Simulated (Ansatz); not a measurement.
# CH₆FGeNSi: how energies converge with the basis set

How large a basis does CH₆FGeNSi need? Two functionals are run in growing sets.

Program: Ansatz 0.2.0, Gaussian basis. Level of theory: one geometry, several basis sets. These are calculated values, not measurements.

Plan: PBE0-D4/def2-SVP; ωB97M-V/def2-SVP; PBE0-D4/def2-QZVPP; ωB97M-V/def2-QZVPP; the functionals' def2-TZVPP values are taken from earlier runs.

### Step 1. The geometry

An earlier PBE0-D4 in a triple-zeta def2 set relaxation fixed the geometry.

SMILES `N=C[SiH2][GeH2][F]`, 11 atoms, charge 0, spin multiplicity 1.

Atoms are counted from 1 here; the program's logs count them from 0.

Bond lengths: N1–C2 1.267 Å, N1–H6 1.023 Å, C2–Si3 1.900 Å, C2–H7 1.098 Å, Si3–Ge4 2.389 Å, Si3–H8 1.488 Å, Si3–H9 1.488 Å, Ge4–F5 1.761 Å, Ge4–H10 1.538 Å, Ge4–H11 1.538 Å. Angles: C2–N1–H6 112.5°, N1–C2–Si3 127.1°, N1–C2–H7 116.1°, Si3–C2–H7 116.8°, C2–Si3–Ge4 108.4°, C2–Si3–H8 110.6°, C2–Si3–H9 110.1°, Ge4–Si3–H8 109.7°, Ge4–Si3–H9 109.7°, H8–Si3–H9 108.3°, Si3–Ge4–F5 103.9°, Si3–Ge4–H10 116.2°, Si3–Ge4–H11 114.6°, F5–Ge4–H10 105.4°, F5–Ge4–H11 105.0°, H10–Ge4–H11 110.5°.

### Step 2. PBE0-D4 in def2-SVP

The input, in.yaml:

```yaml
crystal:
  periodic: [false, false, false]
  atoms:
    - {symbol: N, position_ang: [-1.669097, 0.272421, 1.469395]}
    - {symbol: C, position_ang: [-0.429515, 0.176368, 1.713957]}
    - {symbol: Si, position_ang: [0.939741, -0.350449, 0.506952]}
    - {symbol: Ge, position_ang: [0.219708, 0.149025, -1.715415]}
    - {symbol: F, position_ang: [-1.488915, -0.275689, -1.710962]}
    - {symbol: H, position_ang: [-1.895071, 0.045390, 0.498167]}
    - {symbol: H, position_ang: [-0.120667, 0.410094, 2.741451]}
    - {symbol: H, position_ang: [2.205371, 0.376315, 0.799355]}
    - {symbol: H, position_ang: [1.198626, -1.809707, 0.634276]}
    - {symbol: H, position_ang: [0.848293, -0.693880, -2.837504]}
    - {symbol: H, position_ang: [0.256825, 1.643111, -2.079070]}
basis:
  gaussian: {orbitals: def2-SVP}
hamiltonian: {xc: pbe0, dispersion: d4}
output: {orbitals: {seedname: orbitals}}
```

Launch:

```sh
$ ansatz run in.yaml --threads 4 --pin off --events-out ev --progress --plain --max-ram 10444MiB
```

After this run come: ωB97M-V in def2-SVP; PBE0-D4 in def2-QZVPP; ωB97M-V in def2-QZVPP.

Before running them: what should the planned runs give, taken together? Wanted: PBE0-D4: double and triple zeta above quadruple; ωB97M-V: double and triple zeta above quadruple.

As calculated:

| quantity | value |
| --- | --- |
| PBE0-D4: double and triple zeta above quadruple | 18.09, 1.79 eV |
| ωB97M-V: double and triple zeta above quadruple | 18.23, 1.73 eV |

**Reading.** For PBE0-D4 the step from double to triple zeta gains 16.30 eV and the next only 1.79 eV. Total energies overstate the basis error of differences, where much of it tends to cancel. The LUMO of ωB97M-V is positive and keeps falling with the basis (1.06 to 0.54 eV): an unbound level that the basis holds in place.
